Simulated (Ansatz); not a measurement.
# Nickel, dhcp under BLYP: structure, energy and stiffness

Aim: take nickel in the dhcp structure, relax it, solve it on a dense k-mesh, then scale the cell to 7 volumes from 88 to 112 % of the relaxed one and try a fit of the equation of state. The start is ferromagnetic. The k-meshes are 14×14×4 for the relaxation; 19×19×5 for the dense run; 16×16×5 for the volumes.

Program: Ansatz 0.2.0. Level of theory: DFT BLYP, plane waves (420 eV) with PAW, scalar-relativistic; PBE-made PAW files. These are calculated values, not measurements.

### Step 1. The starting structure

The structure is hexagonal, space group P6_3/mmc (No. 194). The conventional cell has a = 2.492 Å, b = 2.492 Å, c = 8.138 Å, α = 90.00°, β = 90.00°, γ = 120.00°. Ni (site symmetry -3m) is surrounded by 12 Ni at 2.49 Å. Around Ni (site symmetry -6m2) lie 12 Ni at 2.49 Å.

Coordinates:

```cif
data_structure
_symmetry_space_group_name_H-M 'P6_3/mmc'
_symmetry_Int_Tables_number 194
_cell_length_a 2.4918
_cell_length_b 2.4918
_cell_length_c 8.1381
_cell_angle_alpha 90.000
_cell_angle_beta 90.000
_cell_angle_gamma 120.000
_cell_volume 43.76
loop_
_atom_site_label
_atom_site_type_symbol
_atom_site_symmetry_multiplicity
_atom_site_Wyckoff_symbol
_atom_site_fract_x
_atom_site_fract_y
_atom_site_fract_z
_atom_site_occupancy
Ni1 Ni 2 a 0.00000 0.00000 0.00000 1
Ni2 Ni 2 c 0.33333 0.66667 0.25000 1
```

Starting moments (μB): +0.8 ×4.

### Step 2. Relaxation of the cell

Contents of input.yaml:

```yaml
crystal:
  lattice:
    - [2.491755966, 0.0, 0.0]
    - [-1.245877983, 2.1579239666, 0.0]
    - [0.0, 0.0, 8.138074985]
  atoms:
    - { symbol: Ni, position: [0.0, 0.0, 0.0], spin: 0.8 }
    - { symbol: Ni, position: [0.0, 0.0, 0.5], spin: 0.8 }
    - { symbol: Ni, position: [0.3333333333, 0.6666666667, 0.25], spin: 0.8 }
    - { symbol: Ni, position: [0.6666666667, 0.3333333333, 0.75], spin: 0.8 }
hamiltonian:
  xc: blyp
  pseudopotentials:
    kind: paw
    azcp:
      Ni: "pseudopotentials/Ni.paw.azcp"
basis:
  ecutwfc: 420
  fft_grid_basis: typed
kpoints:
  mp_grid: { grid: [14, 14, 4], shift: [0, 0, 0] }
magnetization:
  spin_polarized: true
scf:
  occupations: { method: fermi_dirac, width: 0.05 }
relax:
  max_steps: 60
  f_tol: 0.01
  cell: {}
```

Further steps of the session: The energy on a finer k-mesh; At 88 % of the relaxed volume; At 92 % of the relaxed volume; At 96 % of the relaxed volume; At 100 % of the relaxed volume; At 104 % of the relaxed volume; At 108 % of the relaxed volume; At 112 % of the relaxed volume.

**Question.** What will these runs give? Wanted: space group; conventional cell; volume; shortest distance; gap on the mesh; magnetic state; relative to fcc, ferromagnetic; V₀, B₀, B₀′.

**Answer**, as computed:

| quantity | value |
| --- | --- |
| space group (spins left aside) | P6_3/mmc (No. 194) |
| conventional cell | a = 2.528 Å, c = 8.284 Å (c/a = 3.277) |
| volume | 11.463 Å³/atom |
| shortest distance | 2.528 Å |
| gap on the mesh | none (levels filled in part) |
| magnetic state | ferromagnetic, up to 0.68 μB per atom |
| relative to fcc, ferromagnetic | +12 meV/atom |
| V₀, B₀, B₀′ | 11.445 Å³/atom, 168 GPa, 5.1 |

What this shows: From the guessed start the volume grew by 4.8 % in 7 steps. Against the reference form of nickel (fcc, ferromagnetic, computed apart with the same settings) it stands 12 meV/atom higher. It ends ferromagnetic, with up to 0.68 μB per atom. Levels at the Fermi energy are filled in part, as in a metal. The fitted modulus is 168 GPa; letting shape and positions relax at each volume could only lower it. Relaxation kept the symmetry; phonons were not checked.
